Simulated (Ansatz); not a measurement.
**Ti160P160, 320 atoms: how the time falls with more hardware**

To be measured: the time of a single point at r2SCAN on Ti160P160, and how the time changes with the share of the machine.

Program: Ansatz 0.2.0 (single point, r2SCAN, plane waves PAW). Host: AMD EPYC 7R13 (Zen 3), 96 cores, 96 hardware threads, 1656 GiB, 8 × H100 80GB HBM3, 81559 MiB; it was booked for these runs alone, one at a time. Each run is timed once from launch to exit, start-up included.

**1. What is computed**

The cell holds 320 atoms in 4955 Å³, 5×4×2 copies of a database cell, with the atoms displaced at random so that no symmetry is left.

**2. First run**

File input.yaml:

```yaml
crystal:
  lattice:
    - [17.495720, 0.000000, 0.000000]
    - [-6.998288, 12.121388, 0.000000]
    - [0.000000, 0.000000, 23.363680]
  atoms:
    - { symbol: Ti, position: [0.068372, 0.165743, 0.188951] }
    - { symbol: Ti, position: [0.133497, 0.079978, 0.442118] }
    - { symbol: Ti, position: [0.132944, 0.082838, 0.306180] }
    - { symbol: Ti, position: [0.064037, 0.168011, 0.060033] }
    - { symbol: P, position: [0.129231, 0.083812, 0.127730] }
    - { symbol: P, position: [0.065412, 0.170472, 0.377112] }
    - { symbol: P, position: [-0.000772, 0.001135, 0.251598] }
    - { symbol: P, position: [-0.000499, 0.001498, 0.001745] }
    - { symbol: Ti, position: [0.069018, 0.166238, 0.692964] }
    - { symbol: Ti, position: [0.135566, 0.079674, 0.941897] }
    - { symbol: Ti, position: [0.133195, 0.083994, 0.807450] }
    - { symbol: Ti, position: [0.063313, 0.165838, 0.558367] }
# [... 304 more atoms ...]
    - { symbol: P, position: [0.932507, 0.832463, 0.628262] }
    - { symbol: P, position: [0.864958, 0.919381, 0.875228] }
    - { symbol: P, position: [0.799985, 0.746580, 0.750283] }
    - { symbol: P, position: [0.802642, 0.752773, 0.499618] }
kpoints:
  mp_grid: { grid: [3, 3, 2] }
hamiltonian:
  xc: r2scan
scf:
  occupations: { method: fermi_dirac, width: 0.05 }
output: { forces: true, stress: true, eigenvalues: true }
```

Started as:

```bash
> ansatz run input.yaml --backend cuda --devices 8 --events-out ev --progress --plain --runs-dir out
```

**3. On 2 GPUs, 48 threads**

input.yaml is that of step 2.

(Steps that only read results are left out.)

**Question.** How long do these runs take on this host, and what pays? Wanted: reference; fastest over GPUs; speed-up from 2 to 8 GPUs.

**Answer**, as computed:

| quantity | value |
| --- | --- |
| reference | 52 s on 8 GPUs, 48 threads |
| fastest over GPUs | 52 s on 8 |
| speed-up from 2 to 8 GPUs | 1.9 (47 % efficient) |

In words: Going from 2 to 8 GPUs cuts the time by a factor of 1.9, 47 % of the ideal. In the reference run the eigensolver takes 56 % of the time. The figures hold for this build, input and host.
